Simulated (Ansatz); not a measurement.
# CuSi16: the cost of one run

All numbers below are computed with Ansatz 0.2.0 (DFT PBEsol, plane waves, PAW, scalar-relativistic, no spin polarisation).

### 1 Starting point

The cell holds 17 atoms (CuSi16): a = 7.679 Å, b = 7.679 Å, c = 7.679 Å, α = 60.00°, β = 60.00°, γ = 60.00°.

The coordinates stand in the first input below.

### 2 Relaxing end A

input.yaml reads:

```yaml
crystal:
  lattice:
    - [0.0, 5.43, 5.43]
    - [5.43, 0.0, 5.43]
    - [5.43, 5.43, 0.0]
  atoms:
    - { symbol: Si, position: [0.0, 0.0, 0.0] }
    - { symbol: Si, position: [0.125, 0.125, 0.125] }
    - { symbol: Si, position: [0.0, 0.0, 0.5] }
    - { symbol: Si, position: [0.125, 0.125, 0.625] }
    - { symbol: Si, position: [0.0, 0.5, 0.0] }
    - { symbol: Si, position: [0.125, 0.625, 0.125] }
    - { symbol: Si, position: [0.0, 0.5, 0.5] }
    - { symbol: Si, position: [0.125, 0.625, 0.625] }
    - { symbol: Si, position: [0.5, 0.0, 0.0] }
    - { symbol: Si, position: [0.625, 0.125, 0.125] }
    - { symbol: Si, position: [0.5, 0.0, 0.5] }
    - { symbol: Si, position: [0.625, 0.125, 0.625] }
    - { symbol: Si, position: [0.5, 0.5, 0.0] }
    - { symbol: Si, position: [0.625, 0.625, 0.125] }
    - { symbol: Si, position: [0.5, 0.5, 0.5] }
    - { symbol: Si, position: [0.625, 0.625, 0.625] }
    - { symbol: Cu, position: [0.8117823, 0.3151151, 0.3108063] }
total_charge: 1
basis:
  ecutwfc: 420.0
kpoints:
  mp_grid: { grid: [2, 2, 2] }
hamiltonian:
  xc: pbesol
  pseudopotentials: { kind: paw, azcp: { folder: soft_1 } }
scf:
  occupations: { method: gaussian, width: 0.05 }
  lower_state_search: "off"
relax:
  f_tol: 0.03
  max_steps: 60
  adjacent_minimum: "off"
output:
  write_density: true
  write_potential: true
  elf: true
  volumetric_format: npy
```

The run is started by

```bash
ansatz run input.yaml --threads 1 --pin off --max-ram 3072MiB --backend cpu --events-out ev --progress --plain --runs-dir out
```

Q: Estimate wall time and peak memory on 1 thread of Arm Neoverse V1, shared host.

About 47 s, with a peak of 0.56 GiB.
